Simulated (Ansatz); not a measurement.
**F₂HOSn radical: up Jacob's ladder to CCSD(T)**

One table from this session's results is given with a row withheld; the runs are named, their logs left out.

Computed with Ansatz 0.2.0, Gaussian basis. Level: functionals in def2-TZVPP, the program's frozen cores in correlated methods.

The runs, in order: LDA (SPW92), PBE-D4, revPBE-D4, BLYP-D4, r2SCAN-D4, B97M-V, PBE0-D4, B3LYP-D4, r2SCANh-D4, r2SCAN0-D4, HSE06-D4, BHLYP-D4, CAM-B3LYP-D4, LC-ωPBE, ωB97X-V, ωB97M-V, B2PLYP, PBE-QIDH; CCSD(T)/def2-SVP; CCSD(T)/def2-TZVPP; MP2/def2-QZVPP; extrapolation to the limit; RPA on PBE.

## The geometry

All runs share one geometry, relaxed beforehand with PBE0-D4 in a triple-zeta def2 set. Sn takes the def2 core potential; no spin-orbit term is included.

SMILES `[O][SnH]([F])[F]`, 5 atoms, charge 0, spin multiplicity 2.

Atoms are counted from 1 here; the program's logs count them from 0.

Bond lengths: O1–Sn2 1.968 Å, Sn2–F3 1.897 Å, Sn2–F4 1.897 Å, Sn2–H5 1.686 Å. Angles: O1–Sn2–F3 107.0°, O1–Sn2–F4 107.0°, O1–Sn2–H5 114.0°, F3–Sn2–F4 102.7°, F3–Sn2–H5 112.6°, F4–Sn2–H5 112.6°.

Set-up of the first run:

Contents of in.yaml:

```yaml
crystal:
  periodic: [false, false, false]
  atoms:
    - {symbol: O, position_ang: [-0.379185, -0.578586, 1.803903]}
    - {symbol: Sn, position_ang: [0.125346, -0.008276, -0.011289]}
    - {symbol: F, position_ang: [-0.809954, 1.602930, -0.367552]}
    - {symbol: F, position_ang: [-0.674349, -1.231975, -1.219873]}
    - {symbol: H, position_ang: [1.788142, 0.142308, -0.246590]}
basis:
  gaussian: {orbitals: def2-TZVPP}
magnetization: {spin_polarized: true, initial_magnetization: 1}
hamiltonian: {xc: lda}
output: {orbitals: {seedname: orbitals}}
```

Command:

```bash
ansatz run in.yaml --threads 4 --pin off --events-out ev --progress --plain --max-ram 10444MiB
```

Among the steps run: LDA; PBE-D4 (GGA); revPBE-D4 (GGA); BLYP-D4 (GGA); r2SCAN-D4 (meta-GGA); B97M-V (meta-GGA); B3LYP-D4 (hybrid); r2SCANh-D4 (hybrid); r2SCAN0-D4 (hybrid); HSE06-D4 (hybrid); BHLYP-D4 (hybrid); CAM-B3LYP-D4 (range-separated); LC-ωPBE (range-separated); ωB97X-V (range-separated); ωB97M-V (range-separated); B2PLYP (double hybrid); PBE-QIDH (double hybrid).

One of the session's tables, all rows but one given; the rest of the session is left out.

It belongs to the step «Orbital energies across the functionals». 

| functional | HOMO (eV) | LUMO (eV) | gap (eV) |
| --- | --- | --- | --- |
| LDA (SPW92) | ? | ? | ? |
| PBE-D4 | -7.82 | -6.96 | 0.86 |
| revPBE-D4 | -7.75 | -6.76 | 0.99 |
| BLYP-D4 | -7.76 | -6.97 | 0.79 |
| r2SCAN-D4 | -8.24 | -6.12 | 2.12 |
| B97M-V | -8.34 | -6.06 | 2.28 |
| PBE0-D4 | -9.65 | -5.00 | 4.65 |
| B3LYP-D4 | -9.39 | -5.63 | 3.75 |
| r2SCANh-D4 | -8.92 | -5.44 | 3.48 |
| r2SCAN0-D4 | -9.94 | -4.45 | 5.49 |
| HSE06-D4 | -9.23 | -5.41 | 3.82 |
| BHLYP-D4 | -11.42 | -3.27 | 8.15 |
| CAM-B3LYP-D4 | -11.22 | -3.92 | 7.30 |
| LC-ωPBE | -12.64 | -2.35 | 10.29 |
| ωB97X-V | -12.23 | -2.73 | 9.50 |
| ωB97M-V | -12.14 | -2.78 | 9.36 |

Estimate the missing values for LDA (SPW92).

As computed: HOMO (eV): -7.92; LUMO (eV): -7.72; gap (eV): 0.20. In the column «HOMO (eV)» it lies between r2SCAN-D4 (-8.24) and PBE-D4 (-7.82).
